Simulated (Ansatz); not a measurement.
# AlH5SSi2: small, medium and large basis sets

An exercise on one series of results from a longer session: the logs are not shown, and one member is left open.

Program: Ansatz 0.2.0, Gaussian basis. Level of theory: one geometry, several basis sets. These are calculated values, not measurements.

Levels to be run: PBE0-D4/def2-SVP; ωB97M-V/def2-SVP; PBE0-D4/def2-QZVPP; ωB97M-V/def2-QZVPP; the functionals' def2-TZVPP values are taken from earlier runs.

## Structure used throughout

All runs share one geometry, relaxed beforehand with PBE0-D4 in a triple-zeta def2 set.

SMILES `[SiH3][SiH]1[AlH][S]1`, 9 atoms, charge 0, spin multiplicity 1.

Atoms are counted from 1 here; the program's logs count them from 0.

Bond lengths: Si1–Si2 2.331 Å, Si1–H5 1.488 Å, Si1–H6 1.487 Å, Si1–H7 1.489 Å, Si2–Al3 2.324 Å, Si2–S4 2.217 Å, Si2–H8 1.491 Å, Al3–S4 2.167 Å, Al3–H9 1.572 Å. Angles: Si2–Si1–H5 111.4°, Si2–Si1–H6 108.7°, Si2–Si1–H7 110.2°, H5–Si1–H6 108.9°, H5–Si1–H7 108.7°, H6–Si1–H7 108.9°, Si1–Si2–Al3 125.1°, Si1–Si2–S4 111.6°, Si1–Si2–H8 111.7°, Al3–Si2–S4 56.9°, Al3–Si2–H8 122.5°, S4–Si2–H8 111.5°, Si2–Al3–S4 59.0°, Si2–Al3–H9 164.6°, S4–Al3–H9 136.4°, Si2–S4–Al3 64.0°.

The first run:

Input file in.yaml:

```yaml
crystal:
  periodic: [false, false, false]
  atoms:
    - {symbol: Si, position_ang: [-0.695110, 1.596505, 0.010464]}
    - {symbol: Si, position_ang: [0.609231, -0.251488, -0.552392]}
    - {symbol: Al, position_ang: [0.901732, -2.134378, 0.778218]}
    - {symbol: S, position_ang: [-0.618970, -2.084409, -0.764300]}
    - {symbol: H, position_ang: [-1.654857, 1.934683, -1.075667]}
    - {symbol: H, position_ang: [-1.458533, 1.283298, 1.247703]}
    - {symbol: H, position_ang: [0.172558, 2.779302, 0.265823]}
    - {symbol: H, position_ang: [1.426781, 0.002545, -1.772800]}
    - {symbol: H, position_ang: [1.405767, -3.172458, 1.845851]}
basis:
  gaussian: {orbitals: def2-SVP}
hamiltonian: {xc: pbe0, dispersion: d4}
output: {orbitals: {seedname: orbitals}}
```

Command:

```console
> ansatz run in.yaml --threads 2 --pin off --events-out ev --progress --plain --max-ram 4352MiB
```

Steps of the session up to this table: PBE0-D4 in def2-SVP; ωB97M-V in def2-SVP; PBE0-D4 in def2-QZVPP; ωB97M-V in def2-QZVPP.

One table of the session follows, with a row left open; its other results are not shown here.

It belongs to the step «Functionals by basis». 

```
functional       basis  HOMO (eV)  LUMO (eV)
   PBE0-D4    def2-SVP          ?          ?
   PBE0-D4  def2-TZVPP      -6.60      -1.83
   PBE0-D4  def2-QZVPP      -6.61      -1.86
   ωB97M-V    def2-SVP      -8.47      -0.02
   ωB97M-V  def2-TZVPP      -8.48      -0.16
   ωB97M-V  def2-QZVPP      -8.49      -0.28
```

Estimate the missing values for PBE0-D4, def2-SVP.

The run gave: HOMO (eV): -6.63; LUMO (eV): -1.78. In the column «HOMO (eV)» it lies between ωB97M-V, def2-SVP (-8.47) and PBE0-D4, def2-QZVPP (-6.61).
